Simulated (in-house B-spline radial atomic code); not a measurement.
# Tl³²⁺: excited configurations in jj coupling

Wanted: excitation energies of Tl³²⁺ as differences of total energies (ΔSCF).

The numbers are computed with in-house B-spline radial atomic code version 1 (Dirac-Hartree-Fock, average of configuration, Fermi nucleus, basis-set limit), except any that are marked as measured or tabulated.

## 1. What is computed

| Item | Value |
| --- | --- |
| element | thallium (Z = 81) |
| charge | +32 |
| electrons | 49 |
| configuration | 1s2 2s2 2p6 3s2 3p6 3d10 4s2 4p6 4d10 4f-3 |
| Hamiltonian | Dirac-Coulomb |
| nucleus | Fermi, rms radius 5.476 fm |

In configurations, a minus sign after the shell means j = l − 1/2 and a plus sign j = l + 1/2; the count of electrons follows.

Settings of the run:

```ini
Z = 81
electrons = 49.0
configuration = 1s2 2s2 2p6 3s2 3p6 3d10 4s2 4p6 4d10 4f-3
hamiltonian = dirac
method = hf
spin_polarised = False
nucleus = fermi
rms_radius = 5.4759
mass_number = 205
atomic_mass = 204.974427318
speed_of_light = 137.035999084
```

From the earlier run of the reference: total energy -19748.853272 hartree. Levels, eight at most:

```
orbital  occupation  energy (eV)  <r> (bohr)
  3d3/2           4     -3712.41      0.1587
  3d5/2           6     -3607.27      0.1631
  4s1/2           2     -1954.63      0.3735
  4p1/2           2     -1828.92      0.3720
  4p3/2           4     -1692.58      0.3981
  4d3/2           4     -1488.24      0.3921
  4d5/2           6     -1452.86      0.4007
  4f5/2           3     -1214.48      0.3764
```

## 2. Run with 1s2 2s2 2p6 3s2 3p6 3d10 4s2 4p6 4d-3 4d+6 4f+3 7g+1

Settings of the run:

```ini
Z = 81
electrons = 49.0
configuration = 1s2 2s2 2p6 3s2 3p6 3d10 4s2 4p6 4d-3 4d+6 4f+3 7g+1
hamiltonian = dirac
method = hf
spin_polarised = False
nucleus = fermi
rms_radius = 5.4759
mass_number = 205
atomic_mass = 204.974427318
speed_of_light = 137.035999084
```

Command:

```console
python run_scf.py task.json out
```

The settings of every run stand in task.json; they run in order.

## 3. Configuration 1s2 2s2 2p6 3s2 3p6 3d10 4s2 4p6 4d-4 4d+5 4f-3 6p-1

Settings: those of step 2 with these lines changed.

```diff
@@ -2,3 +2,3 @@
 electrons = 49.0
-configuration = 1s2 2s2 2p6 3s2 3p6 3d10 4s2 4p6 4d-3 4d+6 4f+3 7g+1
+configuration = 1s2 2s2 2p6 3s2 3p6 3d10 4s2 4p6 4d-4 4d+5 4f-3 6p-1
 hamiltonian = dirac
```

## 4. 1s2 2s2 2p6 3s2 3p6 3d10 4s2 4p6 4d10 4f-2 6s1

Settings: those of step 3 with these lines changed.

```diff
@@ -2,3 +2,3 @@
 electrons = 49.0
-configuration = 1s2 2s2 2p6 3s2 3p6 3d10 4s2 4p6 4d-4 4d+5 4f-3 6p-1
+configuration = 1s2 2s2 2p6 3s2 3p6 3d10 4s2 4p6 4d10 4f-2 6s1
 hamiltonian = dirac
```

## 5. Run with 1s2 2s2 2p6 3s2 3p6 3d10 4s2 4p6 4d-4 4d+5 4f+3 6g-1

Settings: those of step 4 with these lines changed.

```diff
@@ -2,3 +2,3 @@
 electrons = 49.0
-configuration = 1s2 2s2 2p6 3s2 3p6 3d10 4s2 4p6 4d10 4f-2 6s1
+configuration = 1s2 2s2 2p6 3s2 3p6 3d10 4s2 4p6 4d-4 4d+5 4f+3 6g-1
 hamiltonian = dirac
```

## 6. 1s2 2s2 2p6 3s2 3p6 3d10 4s2 4p6 4d10 4f+2 8f-1

Settings: those of step 5 with these lines changed.

```diff
@@ -2,3 +2,3 @@
 electrons = 49.0
-configuration = 1s2 2s2 2p6 3s2 3p6 3d10 4s2 4p6 4d-4 4d+5 4f+3 6g-1
+configuration = 1s2 2s2 2p6 3s2 3p6 3d10 4s2 4p6 4d10 4f+2 8f-1
 hamiltonian = dirac
```

## 7. 1s2 2s2 2p6 3s2 3p6 3d10 4s2 4p6 4d10 4f-2 4f+1

Settings: those of step 6 with these lines changed.

```diff
@@ -2,3 +2,3 @@
 electrons = 49.0
-configuration = 1s2 2s2 2p6 3s2 3p6 3d10 4s2 4p6 4d10 4f+2 8f-1
+configuration = 1s2 2s2 2p6 3s2 3p6 3d10 4s2 4p6 4d10 4f-2 4f+1
 hamiltonian = dirac
```

## 8. Configuration 1s2 2s2 2p6 3s2 3p6 3d10 4s2 4p6 4d10 4f-1 4f+2

Settings: those of step 7 with these lines changed.

```diff
@@ -2,3 +2,3 @@
 electrons = 49.0
-configuration = 1s2 2s2 2p6 3s2 3p6 3d10 4s2 4p6 4d10 4f-2 4f+1
+configuration = 1s2 2s2 2p6 3s2 3p6 3d10 4s2 4p6 4d10 4f-1 4f+2
 hamiltonian = dirac
```

Q: How far above the reference does each configuration lie (order and size, in eV)?

The runs gave:

| net move | configuration | energy above the reference (eV) | with Breit, QED, recoil (eV) | largest <r> (bohr) |
| --- | --- | --- | --- | --- |
| 4f5/2 → 4f7/2 | 1s2 2s2 2p6 3s2 3p6 3d10 4s2 4p6 4d10 4f-2 4f+1 | 8.954 | 8.635 | 0.400 |
| 2×4f5/2 → 2×4f7/2 | 1s2 2s2 2p6 3s2 3p6 3d10 4s2 4p6 4d10 4f-1 4f+2 | 15.975 | 15.406 | 0.400 |
| 4f5/2 → 6s | 1s2 2s2 2p6 3s2 3p6 3d10 4s2 4p6 4d10 4f-2 6s1 | 586.07 | 586.57 | 1.09 |
| 4d5/2 → 6p1/2 | 1s2 2s2 2p6 3s2 3p6 3d10 4s2 4p6 4d-4 4d+5 4f-3 6p-1 | 852.77 | 852.66 | 1.11 |
| 3×4f5/2 → 2×4f7/2, 8f5/2 | 1s2 2s2 2p6 3s2 3p6 3d10 4s2 4p6 4d10 4f+2 8f-1 | 970.04 | 969.40 | 2.45 |
| 4d5/2, 3×4f5/2 → 3×4f7/2, 6g7/2 | 1s2 2s2 2p6 3s2 3p6 3d10 4s2 4p6 4d-4 4d+5 4f+3 6g-1 | 1050.38 | 1048.86 | 1.25 |
| 4d3/2, 3×4f5/2 → 3×4f7/2, 7g9/2 | 1s2 2s2 2p6 3s2 3p6 3d10 4s2 4p6 4d-3 4d+6 4f+3 7g+1 | 1184.13 | 1182.23 | 1.83 |

What this shows: The energies run from 8.954 eV (4f5/2 → 4f7/2) to 1184.13 eV (4d3/2, 3×4f5/2 → 3×4f7/2, 7g9/2). These are averages over configurations, without correlation, not spectroscopic levels.
